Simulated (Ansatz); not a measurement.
# SiH3Cl (SMILES [SiH3]Cl) at HF/3-21G

What is the electronic atomisation energy of SiH3Cl at HF/3-21G? 

Program for the calculation: Ansatz 0.2.0.

15 further runs of the same task are left out: 15 set aside as unsound or not needed.

### Step 1. The molecule

The species is SiH3Cl (5 atoms), meant as a singlet with charge 0. SMILES: `[SiH3]Cl`. The coordinates come from a PBE0-D4/def2-TZVP relaxation.

Bond lengths: Si1–Cl2 2.054 Å, Si1–H3 1.481 Å, Si1–H4 1.481 Å, Si1–H5 1.481 Å. Angles: Cl2–Si1–H3 108.5°, Cl2–Si1–H4 108.5°, Cl2–Si1–H5 108.5°, H3–Si1–H4 110.4°, H3–Si1–H5 110.4°, H4–Si1–H5 110.4°.

### Step 2. A single-point energy at HF/3-21G

in.yaml reads:

```yaml
crystal:
  periodic: [false, false, false]
  atoms:
    - {symbol: Si, position_ang: [-0.112000, 0.018600, -0.030900]}
    - {symbol: Cl, position_ang: [1.838300, -0.513500, 0.329900]}
    - {symbol: H, position_ang: [-0.950900, -0.488300, 1.079100]}
    - {symbol: H, position_ang: [-0.534700, -0.585700, -1.314900]}
    - {symbol: H, position_ang: [-0.190800, 1.495400, -0.104700]}
basis:
  gaussian: {orbitals: 3-21G.json}
output: {orbitals: {seedname: orbitals}}
hamiltonian: {xc: hf}
accuracy: high
```

The basis set 3-21G is read from a file made from the Basis Set Exchange's data (not shown).

On the command line:

```bash
$ ansatz run in.yaml --threads 1 --pin off --max-ram 2610MiB --events-out events.jsonl --progress --plain --runs-dir runs
```

What it wrote:

```text
Warning: RAYON_NUM_THREADS=1 ignored (pool sized by the plan → 1); use --threads N
Functional definition: HF
  name "HF"
  exchange = exact_x
  correlation = 0
674 factors; integrals over basis functions are off by at most 3.4e-9 eV
mean field evaluation 1: about -20311.4486 eV, gradient 1.1e1 eV
mean field evaluation 2: about -20311.4501 eV, gradient 1.1e1 eV
mean field evaluation 4: about -20311.9967 eV, gradient 7.7e-1 eV
mean field evaluation 8: about -20311.9994 eV, gradient 2.0e-7 eV
mean field -20311.99937897 eV, -746.4522092096 hartree, gradient 2.1e-8 eV, S^2 0.000000; 0 other end points of the search recorded, 0 dependent functions left out
reference -20311.99937897 eV, -746.4522092096 hartree; 17, 17 occupied and 15, 15 virtual orbitals, 674 factors
Total energy: -20311.99937897 eV, -746.4522092096 hartree
```

It took 0.18 s on 1 thread of AMD EPYC 9R45 (Zen 5), shared host.

### Step 3. The Cl atom at the same level

input.yaml reads:

```yaml
crystal:
  periodic: [false, false, false]
  atoms:
    - {symbol: Cl, position_ang: [0.000000, 0.000000, 0.000000]}
basis:
  gaussian:
    orbitals: 3-21G.json
magnetization:
  spin_polarized: true
  initial_magnetization: 1
hamiltonian:
  xc: hf
accuracy: high
total_charge: 0
```

The basis set 3-21G is read from a file made from the Basis Set Exchange's data (not shown).

Run the same way, it converges to -457.27655 Eh (log not shown).

### Step 4. The H atom

input.yaml reads:

```yaml
basis:
  gaussian: {orbitals: 3-21G.json}
crystal:
  periodic: [false, false, false]
  atoms:
    - {symbol: H, position_ang: [0.000000, 0.000000, 0.000000]}
magnetization: {spin_polarized: true, initial_magnetization: 1}
hamiltonian: {xc: hf}
accuracy: high
```

The basis set 3-21G is read from a file made from the Basis Set Exchange's data (not shown).

Run the same way, it converges to -0.49620 Eh (log not shown).

### Step 5. The Si atom at the same level

input.yaml reads:

```yaml
crystal:
  periodic: [false, false, false]
  atoms:
    - symbol: Si
      position_ang: [0.000000, 0.000000, 0.000000]
basis:
  gaussian:
    orbitals: 3-21G.json
magnetization:
  spin_polarized: true
  initial_magnetization: 2
hamiltonian:
  xc: hf
accuracy: high
```

The basis set 3-21G is read from a file made from the Basis Set Exchange's data (not shown).

Run the same way, it converges to -287.34443 Eh (log not shown).

### Step 6. What came out

At HF/3-21G:

| quantity | value |
| --- | --- |
| molecule: total energy | -746.45221 Eh |
| molecule: HOMO energy | -12.30 eV |
| molecule: LUMO energy | 3.00 eV |
| molecule: HOMO–LUMO gap | 15.30 eV |
| Cl atom: total energy | -457.27655 Eh |
| Cl atom: ⟨S²⟩ | 0.750 |
| H atom: total energy | -0.49620 Eh |
| H atom: ⟨S²⟩ | 0.750 |
| Si atom: total energy | -287.34443 Eh |
| Si atom: ⟨S²⟩ | 2.000 |
| electronic atomisation energy | 9.323 eV |

**Reading.** Taking the molecule apart into free atoms costs 9.32 eV (215 kcal/mol), before zero-point energy and without spin-orbit coupling. Hartree–Fock lacks the correlation of the bonding pairs, which as a rule makes this value much too low; in minimal bases other errors can mask that. The basis has no polarisation functions, which makes bonds too weak.
